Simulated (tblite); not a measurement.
# C8H12BN: the cost of one run

Programs: tblite 0.8.0 and PySCF 2.14.0, with density-fitted response routines of our own. Each step states its level of theory. These are calculated values for one molecule, in the gas phase or a continuum, unless marked as measured. Atoms are numbered from 0 throughout.

### Step 1. The molecule as given

22 atoms, charge 0, multiplicity 1; geometry from: force field or distance geometry start.

Bonds of the start (Å): C0–N1 1.47, N1–C2 1.46, N1–B3 1.53, B3–C4 1.54, C4–C5 1.39, C5–C6 1.39, C6–C7 1.38, C7–C8 1.39, C8–C9 1.40, C9–C4 1.38, C0–H10 1.10, C0–H11 1.11, C0–H12 1.12, C2–H13 1.12, C2–H14 1.13, C2–H15 1.09, B3–H16 1.18, C5–H17 1.08, C6–H18 1.08, C7–H19 1.09, C8–H20 1.09, C9–H21 1.07.

### Step 2. Relaxing the molecule with GFN2-xTB

The job: settings as JSON, then the geometry in Å.

```
{"job": {"kind": "relax", "xc": "GFN2-xTB", "basis": "xTB"}, "charge": 0, "multiplicity": 1}
C     -2.879500    -0.966200     0.575800
N     -1.807700     0.024700     0.719400
C     -2.309500     1.355800     0.412400
B     -0.829300    -0.358000    -0.390300
C      0.697200    -0.220500    -0.303000
C      1.504700    -1.327800    -0.080500
C      2.883600    -1.200200    -0.016200
C      3.521100     0.017300    -0.168100
C      2.721400     1.126200    -0.404400
C      1.331100     0.990400    -0.464800
H     -3.694300    -0.835100     1.296100
H     -2.392600    -1.959800     0.605000
H     -3.225000    -0.788900    -0.479500
H     -3.400000     1.424100     0.663000
H     -2.223100     1.428500    -0.709700
H     -1.725900     2.168100     0.853700
H     -1.308300    -0.584700    -1.445200
H      1.060300    -2.303900     0.053400
H      3.518800    -2.056100     0.173700
H      4.605800     0.096400    -0.111900
H      3.178300     2.106000    -0.531300
H      0.762600     1.882900    -0.649300
```

Started as:

```sh
$ OMP_NUM_THREADS=1 python probes_run.py task.json out
```

One launch serves the whole session: the jobs run in the order shown.

**Question.** How long does this first job take on 1 thread of Arm Neoverse V2, shared host?

About 1.1 s.
